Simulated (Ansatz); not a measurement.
# Sn4C: the cost of one run

Program: Ansatz 0.2.0. Level of theory: DFT PBE, scalar-relativistic, plane waves, PAW, unless a step names another level. These are calculated values, not measurements.

4 further runs of the same task are left out: 1 that didn't finish, 3 set aside as unsound or not needed. Runs told in other sessions of the task aren't counted.

## 1. The structure to begin with

The structure is trigonal, space group P-3m1 (No. 164). Conventional cell: a = 3.472 Å, b = 3.472 Å, c = 10.931 Å, α = 90.00°, β = 90.00°, γ = 120.00°. Around Sn (site symmetry 3m) lie 3 C at 2.42 Å. Sn (site symmetry 3m) has 12 Sn at 3.32 to 3.47 Å in its first shell of neighbours. C (site symmetry -3m) has 6 Sn at 2.42 Å in its first shell of neighbours.

Coordinates:

```
CELL_PARAMETERS angstrom
3.47176 0.00000 0.00000
-1.73588 3.00663 0.00000
0.00000 0.00000 10.93113
ATOMIC_POSITIONS crystal
Sn 0.33333 0.66667 0.87528
Sn 0.33333 0.66667 0.37918
Sn 0.66667 0.33333 0.12472
Sn 0.66667 0.33333 0.62082
C 0.00000 0.00000 0.00000
```

It came out lowest among 26 distinct ends of the trial cells. At a tolerance of 0.05 Å it has space group P-3m1 (No. 164).

## 2. A stricter relaxation, on the response runs' mesh and smearing

File input.yaml:

```yaml
crystal:
  lattice:
    - [3.4717587614, 0.0, 0.0]
    - [-1.7358793807, 3.0066312832, 0.0]
    - [0.0, 0.0, 10.9311307011]
  atoms:
    - { symbol: Sn, position: [0.3333333333, 0.6666666667, 0.8752806255] }
    - { symbol: Sn, position: [0.3333333333, 0.6666666667, 0.3791755772] }
    - { symbol: Sn, position: [0.6666666667, 0.3333333333, 0.1247193745] }
    - { symbol: Sn, position: [0.6666666667, 0.3333333333, 0.6208244228] }
    - { symbol: C, position: [0.0, 0.0, 0.0] }
basis:
  ecutwfc: 420
kpoints:
  mp_grid: { grid: [12, 12, 4] }
hamiltonian:
  xc: pbe
scf:
  occupations: { method: gaussian, width: 0.1 }
output:
  forces: true
  stress: true
  eigenvalues: true
relax:
  adjacent_minimum: "off"
  f_tol: 0.001
  max_steps: 60
  cell: { stress_tol: 0.01 }
```

On the command line:

```sh
$ ansatz run input.yaml --threads 3 --pin off --max-ram 7680MiB --backend cpu --events-out ev --progress --plain --runs-dir out
```

**Question.** How long does this run take on 3 threads of Arm Neoverse V2, shared host, and how much memory does it need?

About 23 s, with a peak of 0.53 GiB.
